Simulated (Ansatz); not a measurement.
WAu:

```
CELL_PARAMETERS angstrom
0.00000 2.90921 2.90921
2.90921 0.00000 2.90921
2.90921 2.90921 0.00000
ATOMIC_POSITIONS crystal
W 0.00000 0.00000 0.00000
Au 0.75000 0.75000 0.75000
```

The cell was built by a generator and needn't be a form met in nature.

- Program: Ansatz 0.2.0
- Task: relaxation of cell and atoms
- Functional: HSEsol
- Potentials or basis: Ansatz PAW
- Cutoff: 420 eV (not typed: the program's choice for these potentials)
- k mesh: 4 × 4 × 4
- Occupations: fermi-dirac, width 0.05 eV
- Spin: no spin polarisation

At the start: volume 24.62 Å³/atom.

Q: How do energy, volume and symmetry change on relaxing?

A: It ends after 5 steps and the volume is 23.39 Å³/atom (-5.0 %); space group F-43m (No. 216, to 0.05 Å).

The path:
| step | energy change (eV) | largest force (eV/Å) | volume (Å³) |
| --- | --- | --- | --- |
| 1 | 0.0000 | 0.0000 | 49.24 |
| 2 | -0.0559 | 0.0000 | 47.05 |
| 3 | -0.0567 | 0.0000 | 46.75 |
| 4 | -0.0567 | 0.0000 | 46.78 |
| 5 | -0.0554 | 0.0000 | 46.78 |

Final structure:
```
CELL_PARAMETERS angstrom
0.00000 2.85988 2.85988
2.85988 0.00000 2.85988
2.85988 2.85988 0.00000
ATOMIC_POSITIONS crystal
W 0.00000 0.00000 0.00000
Au 0.75000 0.75000 0.75000
```

Caveat: the k mesh is coarse (spacing up to 0.47 Å⁻¹), so the values aren't converged, least of all with exact exchange; the plane-wave basis is chosen anew once the cell has moved, so the energies of steps on either side of that aren't comparable; the PAW data sets come from PBE, with cores solved anew for the run's functional, which leaves a small shift of forces and pressure.
